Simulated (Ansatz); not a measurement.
# Sr: the cost of one run

Program: Ansatz 0.2.0. Level of theory: DFT r2SCAN, scalar-relativistic, plane waves, PAW. These are calculated values, not measurements.

2 further runs of the same task are left out: 2 set aside as unsound or not needed.

### Step 1. Starting point

The structure is hexagonal, space group P6_3/mmc (No. 194). Conventional cell: a = 2.531 Å, b = 2.531 Å, c = 4.130 Å, α = 90.00°, β = 90.00°, γ = 120.00°. Cu (site symmetry -6m2) has 12 Cu at 2.53 Å as nearest neighbours.

As a file:

```cif
data_structure
_symmetry_space_group_name_H-M 'P6_3/mmc'
_symmetry_Int_Tables_number 194
_cell_length_a 2.5305
_cell_length_b 2.5305
_cell_length_c 4.1299
_cell_angle_alpha 90.000
_cell_angle_beta 90.000
_cell_angle_gamma 120.000
_cell_volume 22.90
loop_
_atom_site_label
_atom_site_type_symbol
_atom_site_symmetry_multiplicity
_atom_site_Wyckoff_symbol
_atom_site_fract_x
_atom_site_fract_y
_atom_site_fract_z
_atom_site_occupancy
Cu1 Cu 2 c 0.33333 0.66667 0.25000 1
```

It goes back to an entry of the Materials Project, which need not be the stable form.

This cell was relaxed beforehand with the same method: volume 11.45 Å³/atom, gap on the mesh none (metal).

### Step 2. Cu → Sr: the starting cell

Sr starts from the relaxed positions of Cu, with all lengths scaled by 1.310, a guess from tabulated radii.

### Step 3. Probe: one point at the start (Sr)

The input, input.yaml:

```yaml
crystal:
  lattice:
    - [3.3145550043, 0.0, 0.0]
    - [-1.6572775021, 2.8704888359, 0.0]
    - [0.0, 0.0, 5.4094521734]
  atoms:
    - { symbol: Sr, position: [0.3333333333, 0.6666666667, 0.25] }
    - { symbol: Sr, position: [0.6666666667, 0.3333333333, 0.75] }
basis:
  ecutwfc: 500
kpoints:
  mp_grid: { grid: [6, 6, 4] }
hamiltonian:
  xc: r2scan
scf:
  occupations: { method: gaussian, width: 0.1 }
output:
  forces: true
  stress: true
  eigenvalues: true
```

Run with:

```
$ ansatz run input.yaml --threads 1 --pin off --max-ram 2560MiB --backend cpu --events-out ev --progress --plain --runs-dir out
```

**Question.** How long does this run take on 1 thread of Arm Neoverse V2, shared host, and how much memory does it need?

About 2.5 s, with a peak of 0.37 GiB.
